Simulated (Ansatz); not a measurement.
# C3H6Zn: how energies converge with the basis set

One table from this session's results is given with a row withheld; the runs are named, their logs left out.

Computed with Ansatz 0.2.0, Gaussian basis. Level: one geometry, several basis sets.

Plan: PBE0-D4/def2-SVP; ωB97M-V/def2-SVP; PBE0-D4/def2-QZVPP; ωB97M-V/def2-QZVPP; the functionals' def2-TZVPP values are taken from earlier runs.

### The geometry

All runs share one geometry, relaxed beforehand with PBE0-D4 in a triple-zeta def2 set.

10 atoms, charge 0, spin multiplicity 1.

Atoms are counted from 1 here; the program's logs count them from 0.

Bond lengths: C1–C2 1.326 Å, C1–H5 1.086 Å, C1–H6 1.084 Å, C2–C3 1.489 Å, C2–H7 1.088 Å, C3–H8 1.094 Å, C3–H9 1.096 Å, C3–H10 1.092 Å. Angles: C2–C1–H5 121.4°, C2–C1–H6 121.6°, H5–C1–H6 117.0°, C1–C2–C3 125.1°, C1–C2–H7 118.7°, C3–C2–H7 116.2°, C2–C3–H8 111.1°, C2–C3–H9 110.9°, C2–C3–H10 111.5°, H8–C3–H9 106.6°, H8–C3–H10 108.4°, H9–C3–H10 108.2°.

As a file:

```xyz
10
charge 0, multiplicity 1
C    -0.9799    0.8587   -0.4428
C    -0.3280    0.2803    0.5569
C     0.2979   -1.0692    0.5023
Zn    2.4272    1.1247   -1.8584
H    -1.1121    0.3576   -1.3970
H    -1.4077    1.8496   -0.3443
H    -0.2222    0.8220    1.4950
H    -0.1076   -1.7235    1.2803
H     1.3775   -1.0060    0.6779
H     0.1381   -1.5456   -0.4668
```

The first run:

Input file in.yaml:

```yaml
crystal:
  periodic: [false, false, false]
  atoms:
    - {symbol: C, position_ang: [-0.979918, 0.858744, -0.442778]}
    - {symbol: C, position_ang: [-0.328026, 0.280320, 0.556946]}
    - {symbol: C, position_ang: [0.297899, -1.069164, 0.502296]}
    - {symbol: Zn, position_ang: [2.427189, 1.124665, -1.858423]}
    - {symbol: H, position_ang: [-1.112134, 0.357563, -1.396999]}
    - {symbol: H, position_ang: [-1.407680, 1.849620, -0.344318]}
    - {symbol: H, position_ang: [-0.222215, 0.822049, 1.495020]}
    - {symbol: H, position_ang: [-0.107617, -1.723465, 1.280262]}
    - {symbol: H, position_ang: [1.377491, -1.005983, 0.677902]}
    - {symbol: H, position_ang: [0.138113, -1.545648, -0.466810]}
basis:
  gaussian: {orbitals: def2-SVP}
hamiltonian: {xc: pbe0, dispersion: d4}
output: {orbitals: {seedname: orbitals}}
```

On the command line:

```bash
ansatz run in.yaml --threads 4 --pin off --events-out ev --progress --plain --max-ram 10444MiB
```

Steps of the session up to this table: PBE0-D4 in def2-SVP; ωB97M-V in def2-SVP; PBE0-D4 in def2-QZVPP; ωB97M-V in def2-QZVPP.

One of the session's tables, all rows but one given; the rest of the session is left out.

It belongs to the step «Density functionals: the series». 

| functional | basis | HOMO (eV) | LUMO (eV) |
| --- | --- | --- | --- |
| PBE0-D4 | def2-SVP | -6.02 | 0.52 |
| PBE0-D4 | def2-TZVPP | -6.28 | -0.47 |
| PBE0-D4 | def2-QZVPP | -6.27 | -0.56 |
| ωB97M-V | def2-SVP | -8.11 | 2.73 |
| ωB97M-V | def2-TZVPP | ? | ? |
| ωB97M-V | def2-QZVPP | -8.37 | 0.64 |

Estimate the missing values for ωB97M-V, def2-TZVPP.

**Answer.** HOMO (eV): -8.36; LUMO (eV): 0.97. In the column «HOMO (eV)» it lies between ωB97M-V, def2-QZVPP (-8.37) and ωB97M-V, def2-SVP (-8.11).
